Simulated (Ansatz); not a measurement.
# Cl3FGeH2: the cost of one run

Method: RKS BLYP/def2-SVP, in Ansatz 0.2.0.

## 1. The structure to begin with

Bond lengths: Ge1–Cl3 2.220 Å, Ge1–Cl4 2.218 Å, Ge1–F5 1.679 Å, Ge1–Cl6 2.520 Å. Angles: Cl3–Ge1–Cl4 109.5°, Cl3–Ge1–F5 109.5°, Cl3–Ge1–Cl6 67.1°, Cl4–Ge1–F5 109.5°, Cl4–Ge1–Cl6 72.9°, F5–Ge1–Cl6 176.5°.

As a file:

```xyz
7

Ge    0.0000    0.0000    0.0000
H     0.0000    0.0000    1.9000
Cl    2.0935    0.0000   -0.7393
Cl   -1.0456    1.8115   -0.7393
F    -0.7913   -1.3709   -0.5594
Cl    1.3216    1.9931    0.7946
H     0.5417    0.8170    1.9424
```

## 2. Pulling towards end A

Springs on the bonds that form and break draw the guess towards this end; the thresholds are loose.

The input, input.yaml:

```yaml
crystal:
  periodic: [false, false, false]
  atoms:
    - { symbol: Ge, position_ang: [0.0, 0.0, 0.0] }
    - { symbol: H, position_ang: [0.0, 0.0, 1.9] }
    - { symbol: Cl, position_ang: [2.0935, 0.0, -0.7393] }
    - { symbol: Cl, position_ang: [-1.0456, 1.8115, -0.7393] }
    - { symbol: F, position_ang: [-0.7913, -1.3709, -0.5594] }
    - { symbol: Cl, position_ang: [1.3216, 1.9931, 0.7946] }
    - { symbol: H, position_ang: [0.5417, 0.817, 1.9424] }
basis:
  gaussian: { orbitals: def2-SVP }
hamiltonian:
  xc: blyp
relax:
  f_tol: 0.15
  max_steps: 25
  restrain:
    - { distance: [0, 5], at: 3.42, k: 30.0 }
    - { distance: [6, 1], at: 1.86, k: 30.0 }
    - { distance: [0, 1], at: 1.55, k: 30.0 }
    - { distance: [6, 5], at: 1.37, k: 30.0 }
```

On the command line:

```bash
ansatz run input.yaml --threads 2 --pin off --max-ram 3072MiB --backend cpu --events-out ev --progress --plain --runs-dir out
```

Q: Estimate wall time and peak memory on 2 threads of Arm Neoverse V1, shared host.

About 18 s, with a peak of 0.16 GiB.
